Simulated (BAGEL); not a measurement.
# CH4FGaO (SMILES C[O][GaH][F]): B3LYP/cc-pVDZ (density fitting with qzvpp-jkfit)

What is the energy change on altering one bond length of CH4FGaO at B3LYP/cc-pVDZ (density fitting with qzvpp-jkfit)? 

The calculation is run with BAGEL 1.2.2.

2 further runs of the same task are left out: 1 that didn't finish, 1 set aside as unsound or not needed.

### Step 1. The molecule

CH4FGaO: 8 atoms, total charge 0, spin state singlet. As SMILES, `C[O][GaH][F]`. Geometry: a GFN2-xTB relaxation, a rough one for these elements and not checked as a minimum. This is one conformer, not always the lowest.

Bond lengths: C1–O2 1.417 Å, O2–Ga3 1.721 Å, Ga3–F4 1.747 Å, C1–H5 1.093 Å, C1–H6 1.093 Å, C1–H7 1.093 Å, Ga3–H8 1.498 Å. Angles: C1–O2–Ga3 146.9°, O2–Ga3–F4 124.8°, O2–C1–H5 108.6°, O2–C1–H6 111.8°, O2–C1–H7 108.9°, O2–Ga3–H8 110.7°, F4–Ga3–H8 124.6°, H5–C1–H6 109.0°, H5–C1–H7 109.4°, H6–C1–H7 109.0°.

### Step 2. A single-point energy at B3LYP/cc-pVDZ (density fitting with qzvpp-jkfit)

Contents of input.json:

```json
{ "bagel" : [

{
  "title" : "molecule",
  "basis" : "cc-pvdz.json",
  "df_basis" : "qzvpp-jkfit",
  "angstrom" : true,
  "geometry" : [
    { "atom" : "C", "xyz" : [    0.436300,    1.274010,    0.043120 ] },
    { "atom" : "O", "xyz" : [    0.179900,   -0.061870,    0.440100 ] },
    { "atom" : "Ga", "xyz" : [   -0.507920,   -1.583530,    0.023000 ] },
    { "atom" : "F", "xyz" : [   -1.318860,   -1.930610,   -1.485440 ] },
    { "atom" : "H", "xyz" : [    1.510130,    1.460760,    0.121260 ] },
    { "atom" : "H", "xyz" : [    0.116490,    1.461310,   -0.985240 ] },
    { "atom" : "H", "xyz" : [   -0.100060,    1.951840,    0.711520 ] },
    { "atom" : "H", "xyz" : [   -0.315970,   -2.571910,    1.131680 ] }
  ]
},
{
  "title" : "ks",
  "xc_func" : "b3lyp"
},
{
  "title" : "print",
  "file" : "orbitals.molden",
  "orbitals" : true
}

]}
```

The basis set cc-pVDZ is read from a file made from the Basis Set Exchange's data (not shown).

Started as:

```
$ BAGEL_NUM_THREADS=1 BAGEL input.json > input.out
```

Output:

```text
* using 1 threads per process

  ===============================================================
  ===============================================================

  *** Geometry ***

  { "atom" : "C", "xyz" : [      0.824488,      2.407530,      0.081485 ] },
  { "atom" : "O", "xyz" : [      0.339962,     -0.116917,      0.831668 ] },
  { "atom" : "Ga", "xyz" : [     -0.959830,     -2.992438,      0.043464 ] },
  { "atom" : "F", "xyz" : [     -2.492284,     -3.648324,     -2.807075 ] },
  { "atom" : "H", "xyz" : [      2.853732,      2.760436,      0.229148 ] },
  { "atom" : "H", "xyz" : [      0.220134,      2.761476,     -1.861834 ] },
  { "atom" : "H", "xyz" : [     -0.189086,      3.688443,      1.344578 ] },
  { "atom" : "H", "xyz" : [     -0.597097,     -4.860206,      2.138565 ] },

  Number of auxiliary basis functions:      567

  Since a DF basis is specified, we compute 2- and 3-index integrals:
    o Being stored without compression. Storage requirement is 0.036 GB

  Number of basis functions:       89
  Number of electrons      :       58

    * METHOD: MOLECULE                             0.36

  *** Kohn-Sham DFT ***

    * Removing 13392 points whose weight is below 1.00e-10
    * Grid points: 105856

  === Nuclear Repulsion ===
   279.4440767663

       - DIIS with orbital gradients will be used.

  === KS iteration (b3lyp / cc-pvdz.json) ===
      0      -2108.23398177          0.09881487           0.50
      1      -1930.97030613          0.21980174           0.48
      2      -2044.45830739          0.17150471           0.48
      3      -2105.82811292          0.17686747           0.48
      4      -2133.71542850          0.06564391           0.48
      5      -2117.27352158          0.11942157           0.48
      6      -2140.27490987          0.01722211           0.48
      7      -2139.68374080          0.03617459           0.48
      8      -2140.47528265          0.00458850           0.49
      9      -2140.49384879          0.00176318           0.48
     10      -2140.49530897          0.00094284           0.49
     11      -2140.49591169          0.00038911           0.48
     12      -2140.49600289          0.00004307           0.48
     13      -2140.49600446          0.00000954           0.49
     14      -2140.49600454          0.00000155           0.49
     15      -2140.49600454          0.00000090           0.49
     16      -2140.49600454          0.00000037           0.48
     17      -2140.49600454          0.00000005           0.48
     18      -2140.49600454          0.00000002           0.48
     19      -2140.49600454          0.00000001           0.49
    * SCF iteration converged.

    * Permanent dipole moment:
           (   -0.279518,    -0.410020,    -0.310207) a.u.

    * METHOD: KS                                  10.20

    * METHOD: PRINT                                0.01

  ===============================================================
```

Wall time 11 s (1 thread of Arm Neoverse V2, shared host); peak memory 0.48 GiB.

### Step 3. The distorted shape at the same level

Contents of job.json:

```json
{ "bagel" : [

{
  "title" : "molecule",
  "basis" : "cc-pvdz.json",
  "df_basis" : "qzvpp-jkfit",
  "angstrom" : "true",
  "geometry" : [
    { "atom" : "C", "xyz" : [       0.532231,       1.217827,       0.351591 ] },
    { "atom" : "O", "xyz" : [       0.275831,      -0.118053,       0.748571 ] },
    { "atom" : "Ga", "xyz" : [      -0.411989,      -1.639713,       0.331471 ] },
    { "atom" : "F", "xyz" : [      -1.222929,      -1.986793,      -1.176969 ] },
    { "atom" : "H", "xyz" : [       1.606061,       1.404577,       0.429731 ] },
    { "atom" : "H", "xyz" : [       0.116490,       1.461310,      -0.985240 ] },
    { "atom" : "H", "xyz" : [      -0.004129,       1.895657,       1.019991 ] },
    { "atom" : "H", "xyz" : [      -0.220039,      -2.628093,       1.440151 ] }
  ]
},

{ "title" : "ks", "xc_func" : "b3lyp" },

{ "title" : "print", "file" : "orbitals.molden", "orbitals" : "true" }

]}
```

The basis set cc-pVDZ is read from a file made from the Basis Set Exchange's data (not shown).

Started as:

```
$ BAGEL_NUM_THREADS=1 BAGEL job.json > job.out
```

Output:

```text
* using 1 threads per process

  ===============================================================
  ===============================================================

  *** Geometry ***

  { "atom" : "C", "xyz" : [      1.005771,      2.301359,      0.664411 ] },
  { "atom" : "O", "xyz" : [      0.521245,     -0.223088,      1.414594 ] },
  { "atom" : "Ga", "xyz" : [     -0.778546,     -3.098608,      0.626389 ] },
  { "atom" : "F", "xyz" : [     -2.311001,     -3.754495,     -2.224149 ] },
  { "atom" : "H", "xyz" : [      3.035015,      2.654266,      0.812074 ] },
  { "atom" : "H", "xyz" : [      0.220134,      2.761476,     -1.861834 ] },
  { "atom" : "H", "xyz" : [     -0.007803,      3.582273,      1.927504 ] },
  { "atom" : "H", "xyz" : [     -0.415813,     -4.966376,      2.721491 ] },

  Number of auxiliary basis functions:      567

  Since a DF basis is specified, we compute 2- and 3-index integrals:
    o Being stored without compression. Storage requirement is 0.036 GB

  Number of basis functions:       89
  Number of electrons      :       58

    * METHOD: MOLECULE                             0.36

  *** Kohn-Sham DFT ***

    * Removing 12998 points whose weight is below 1.00e-10
    * Grid points: 106250

  === Nuclear Repulsion ===
   278.2564600907

       - DIIS with orbital gradients will be used.

  === KS iteration (b3lyp / cc-pvdz.json) ===
      0      -2108.68129176          0.09846537           0.50
      1      -1933.18282661          0.21944104           0.49
      2      -2045.46181786          0.17093174           0.48
      3      -2105.85822022          0.17238176           0.49
      4      -2133.70086301          0.06241922           0.49
      5      -2117.84952991          0.11505553           0.48
      6      -2140.29615036          0.01378536           0.48
      7      -2139.95542081          0.02741051           0.48
      8      -2140.45448078          0.00302353           0.48
      9      -2140.46266353          0.00085878           0.48
     10      -2140.46306880          0.00043041           0.48
     11      -2140.46316772          0.00016034           0.48
     12      -2140.46318719          0.00005473           0.48
     13      -2140.46318934          0.00000550           0.48
     14      -2140.46318937          0.00000099           0.48
     15      -2140.46318937          0.00000029           0.48
     16      -2140.46318937          0.00000010           0.48
     17      -2140.46318937          0.00000003           0.48
     18      -2140.46318937          0.00000002           0.48
     19      -2140.46318937          0.00000000           0.48
    * SCF iteration converged.

    * Permanent dipole moment:
           (   -0.296354,    -0.291794,    -0.459087) a.u.

    * METHOD: KS                                  10.21

    * METHOD: PRINT                                0.01

  ===============================================================
```

Wall time 11 s (1 thread of Arm Neoverse V2, shared host); peak memory 0.48 GiB.

### Step 4. Outcome

Level: B3LYP/cc-pVDZ (density fitting with qzvpp-jkfit).

| quantity | value |
| --- | --- |
| first shape: total energy | -2140.49600 Eh |
| first shape: dipole moment | 1.49 D |
| first shape: HOMO energy | -7.91 eV |
| first shape: LUMO energy | -0.85 eV |
| first shape: HOMO–LUMO gap | 7.06 eV |
| distorted shape: total energy | -2140.46319 Eh |
| distorted shape: dipole moment | 1.57 D |
| distorted shape: HOMO energy | -7.77 eV |
| distorted shape: LUMO energy | -0.92 eV |
| distorted shape: HOMO–LUMO gap | 6.85 eV |
| energy change with the C1–H6 bond stretched from 1.093 to 1.421 Å | 0.893 eV |

In words: With the C1–H6 bond stretched from 1.093 to 1.421 Å the energy rises by 0.89 eV (86.2 kJ/mol). The first shape isn't relaxed at this level, so the change isn't measured from a minimum.
